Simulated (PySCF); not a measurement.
**singlet [SiF3]− at 3 levels**

Wanted: a comparison of 3 runs (PBE/aug-cc-pVDZ, TPSS/aug-cc-pVDZ, revPBE/aug-cc-pVDZ) of singlet [SiF3]−. 

The results are computed with PySCF 2.14.0.

1 further run of the same task is left out (set aside as unsound or not needed).

**1. The structure to begin with**

[SiF3]−: 4 atoms, total charge -1, spin state singlet. As SMILES of the parent species, `F[Si](F)F`. The shape is that of a PBE0-D4/def2-TZVP optimisation. That shape belongs to the parent species and isn't relaxed for this state.

Bond lengths: F1–Si2 1.581 Å, Si2–F3 1.581 Å, Si2–F4 1.581 Å. Angles: F1–Si2–F3 107.9°, F1–Si2–F4 107.9°, F3–Si2–F4 107.9°.

**2. The energy at PBE/aug-cc-pVDZ (run 1)**

job.py

```python
from pyscf import gto, dft

mol = gto.M(
    atom='F 0.784850 -0.507040 1.151700; Si -0.282750 0.213060 0.234280; F -0.994260 -0.892250 -0.644340; F 0.492160 1.186230 -0.741640',
    verbose=3,
    charge=-1,
    max_memory=1860,
    basis='aug-cc-pvdz',
)

mf = dft.RKS(mol, xc='pbe')
mf.grids.level = 5
mf.conv_tol = 1e-10
mf.kernel()
if not mf.converged:
    mf = mf.newton().run(mf.mo_coeff, mf.mo_occ)

etot = mf.e_tot
print('E(%s) = %.9f' % ('PBE', etot))
```

The run is started by

```bash
$ OMP_NUM_THREADS=1 python job.py
```

Log:

```text
converged SCF energy = -588.804617283002
E(PBE) = -588.804617283
```

Run time: 14 s. Hardware: 1 thread of Arm Neoverse V1, shared host; peak memory 0.48 GiB.

**3. A single-point energy at TPSS/aug-cc-pVDZ (run 2)**

input.py

```python
from pyscf import gto, dft

mol = gto.Mole()
mol.atom = [
    ('F', (0.784850, -0.507040, 1.151700)),
    ('Si', (-0.282750, 0.213060, 0.234280)),
    ('F', (-0.994260, -0.892250, -0.644340)),
    ('F', (0.492160, 1.186230, -0.741640)),
]
mol.charge = -1
mol.verbose = 3
mol.max_memory = 1860
mol.basis = 'aug-cc-pvdz'
mol.build()

calc0 = dft.RKS(mol, xc='tpss')
calc0.conv_tol = 1e-10
calc0.grids.level = 5
calc0.kernel()
if not calc0.converged:
    calc0 = calc0.newton().run(calc0.mo_coeff, calc0.mo_occ)

energy = calc0.e_tot
print('E(%s) = %.9f' % ('TPSS', energy))
```

The run is started by

```bash
$ OMP_NUM_THREADS=1 python input.py
```

Log:

```text
converged SCF energy = -589.269784831725
E(TPSS) = -589.269784832
```

Run time: 28 s. Hardware: 1 thread of Arm Neoverse V1, shared host; peak memory 0.53 GiB.

**4. The energy at revPBE/aug-cc-pVDZ (run 3)**

mol.xyz

```xyz
4
F3Si
F      0.784850    -0.507040     1.151700
Si    -0.282750     0.213060     0.234280
F     -0.994260    -0.892250    -0.644340
F      0.492160     1.186230    -0.741640
```

run.py

```python
from pyscf import gto, dft

system = gto.M(
    atom='mol.xyz',
    spin=0,
    charge=-1,
    basis='aug-cc-pvdz',
    verbose=3,
    max_memory=1860,
)

myscf = dft.RKS(system)
myscf.xc = 'revpbe'
myscf.grids.level = 5
myscf.conv_tol = 1e-10
myscf.kernel()
if not myscf.converged:
    myscf = myscf.newton().run(myscf.mo_coeff, myscf.mo_occ)

etot = myscf.e_tot
print(f'total energy: {etot:.8f} hartree')
```

The run is started by

```bash
$ OMP_NUM_THREADS=1 python run.py
```

Log:

```text
converged SCF energy = -589.063788349813
total energy: -589.06378835 hartree
```

It took 13 s on 1 thread of Arm Neoverse V1, shared host; peak memory 0.48 GiB.

**5. Overview of the runs**

| run | level | energy (Eh) | HOMO energy (eV) | LUMO energy (eV) | HOMO–LUMO gap (eV) | wall time |
| --- | --- | --- | --- | --- | --- | --- |
| 1 | PBE/aug-cc-pVDZ | -588.804617 | 1.21 | 3.65 | 2.44 | 14 s |
| 2 | TPSS/aug-cc-pVDZ | -589.269785 | 1.24 | 3.76 | 2.52 | 28 s |
| 3 | revPBE/aug-cc-pVDZ | -589.063788 | 1.28 | 3.64 | 2.36 | 13 s |

**6. Outcome**

| quantity | value |
| --- | --- |
| run 3: total energy | -589.06379 Eh |
| run 3: HOMO energy | 1.28 eV |
| run 3: LUMO energy | 3.64 eV |
| run 3: HOMO–LUMO gap (to an unbound level, set by the basis) | 2.36 eV |

The HOMO–LUMO gap runs from 2.36 eV (revPBE/aug-cc-pVDZ) to 2.52 eV (TPSS/aug-cc-pVDZ). The empty levels of an anion lie above zero and hang on the basis. Totals of different functionals can't be ranked against each other. In runs 1, 2, 3 the HOMO lies above zero, so the outermost electron may be held by the basis alone. All runs together took 54 s, the longest 28 s.
